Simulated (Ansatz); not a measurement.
Predict the output of the script below (the Python package of Ansatz (0.2.0)).

Script `ru3rh_yaml_run.py`:
```python
"""Ru3Rh from YAML text."""

import json
import warnings

import ansatz as az

INPUT = """
crystal:
  lattice:
    - [5.411331, 0.0, 0.0]
    - [-2.705665, 4.68635, 0.0]
    - [0.0, 0.0, 4.285416]
  atoms:
    - { symbol: Ru, position: [0.166645, 0.333289, 0.25] }
    - { symbol: Ru, position: [0.666711, 0.833355, 0.25] }
    - { symbol: Ru, position: [0.166645, 0.833355, 0.25] }
    - { symbol: Ru, position: [0.833355, 0.666711, 0.75] }
    - { symbol: Ru, position: [0.333289, 0.166645, 0.75] }
    - { symbol: Ru, position: [0.833355, 0.166645, 0.75] }
    - { symbol: Rh, position: [0.333333, 0.666667, 0.75] }
    - { symbol: Rh, position: [0.666667, 0.333333, 0.25] }
kpoints:
  mp_grid: { kspacing: 0.3 }
hamiltonian:
  xc: lda
scf:
  occupations: { method: fermi_dirac, width: 0.15 }
basis:
  ecutwfc: "470 eV"
output:
  stress: true
  eigenvalues: true
"""

warnings.simplefilter("ignore", az.DeckWarning)

out = az.Session.from_yaml(INPUT).plan().execute()
rep = out.report

energy = rep["free_energy_ev"]
print("Ru3Rh: {:.6f} eV = {:.6f} Ry = {:.6f} Ha".format(energy, energy / 13.605693, energy / 27.211386))
print("Fermi level {:.4f} eV, {} k-points, {} symmetry operations".format(rep["fermi_energy_ev"], rep["n_kpoints"], rep["n_symmetry_ops"]))

print("band  energy (eV)  occupation, at k =", rep["kpoints_frac"][0])
for band, (e, occ) in enumerate(zip(rep["eigenvalues_ev"][0], rep["occupations"][0]), start=1):
    print(f"{band:4d} {e:12.4f} {occ:9.4f}")

keep = ["free_energy_ev", "energy_sigma0_ev", "fermi_energy_ev", "n_iterations", "converged", "magnetization_mub", "n_kpoints"]
with open("ru3rh.json", "w") as handle:
    json.dump({key: rep[key] for key in keep}, handle, indent=1)
```

`python ru3rh_yaml_run.py` gives:
```text
Ru3Rh: -47107.207805 eV = -3462.315944 Ry = -1731.157972 Ha
Fermi level 23.1247 eV, 15 k-points, 24 symmetry operations
band  energy (eV)  occupation, at k = [0.0, 0.0, 0.0]
   1     -55.7789    2.0000
   2     -55.7772    2.0000
   3     -49.8966    2.0000
   4     -49.7824    2.0000
   5     -49.7824    2.0000
   6     -49.7597    2.0000
   7     -49.7147    2.0000
   8     -49.7147    2.0000
   9     -23.8059    2.0000
  10     -23.7870    2.0000
  11     -23.7490    2.0000
  12     -23.7490    2.0000
  13     -23.7309    2.0000
  14     -23.7309    2.0000
  15     -20.3070    2.0000
  16     -20.2750    2.0000
  17     -20.1147    2.0000
  18     -20.0315    2.0000
  19     -20.0315    2.0000
  20     -19.9846    2.0000
  21     -19.9846    2.0000
  22     -19.9578    2.0000
  23     -19.9578    2.0000
  24     -19.7833    2.0000
  25     -19.6588    2.0000
  26     -19.6588    2.0000
  27     -19.5315    2.0000
  28     -19.5315    2.0000
  29     -19.5191    2.0000
  30     -19.5004    2.0000
  31     -19.5000    2.0000
  32     -19.5000    2.0000
  33      14.9265    2.0000
  34      16.7489    2.0000
  35      16.8273    2.0000
  36      16.8273    2.0000
  37      16.8337    2.0000
  38      17.4245    2.0000
  39      17.4245    2.0000
  40      17.4872    2.0000
  41      17.5456    2.0000
  42      17.5585    2.0000
  43      17.5585    2.0000
  44      19.7063    2.0000
  45      19.7063    2.0000
  46      20.0349    2.0000
  47      20.2628    2.0000
  48      20.2628    2.0000
  49      20.3455    2.0000
  50      20.7694    2.0000
  51      20.7694    2.0000
  52      20.8746    2.0000
  53      20.9066    2.0000
  54      20.9066    2.0000
  55      21.0291    2.0000
  56      21.0528    2.0000
  57      21.1509    2.0000
  58      21.1509    2.0000
  59      21.4173    2.0000
  60      21.4173    2.0000
  61      21.4422    2.0000
  62      21.4422    2.0000
  63      23.9736    0.0069
  64      23.9736    0.0069
  65      24.0550    0.0040
  66      24.0550    0.0040
  67      24.1840    0.0017
  68      24.4353    0.0003
  69      24.4353    0.0003
  70      24.5002    0.0002
  71      24.5012    0.0002
  72      24.5012    0.0002
  73      24.9184    0.0000
  74      24.9716    0.0000
  75      26.6333    0.0000
  76      26.9484    0.0000
  77      26.9484    0.0000
  78      28.7120    0.0000
  79      28.9561    0.0000
  80      28.9561    0.0000
```

`ru3rh.json`, as written:
```json
{
 "free_energy_ev": -47107.20780514942,
 "energy_sigma0_ev": -47106.94052156866,
 "fermi_energy_ev": 23.124706102551652,
 "n_iterations": 6,
 "converged": true,
 "magnetization_mub": 0.0,
 "n_kpoints": 15
}
```

Notes:
- Total energies depend on the potentials; only differences at equal settings carry meaning. A total without «per atom» is that of the cell as typed.
- The computed bands are complete only to about 4.0 eV above the Fermi level.
- The mesh is modest for a metal, so energies can be off by several to tens of meV an atom and pressures by half a GPa or more; differences at equal mesh fare better.
- The zero of the levels is a convention of the potentials, so an absolute Fermi energy is no work function.
- At these settings the cell as given stands under about -11 GPa, so it isn't at this functional's equilibrium volume.
- This cell is a computed structure, which may not be the phase found in nature.
- Levels are Kohn-Sham eigenvalues on this mesh, without spin-orbit coupling.
- Run time: 7.3 s on 1 thread of Arm Neoverse V2 (shared host), peak memory 0.47 GiB.

(Lines on the test bed's own set-up are left out of the output.)
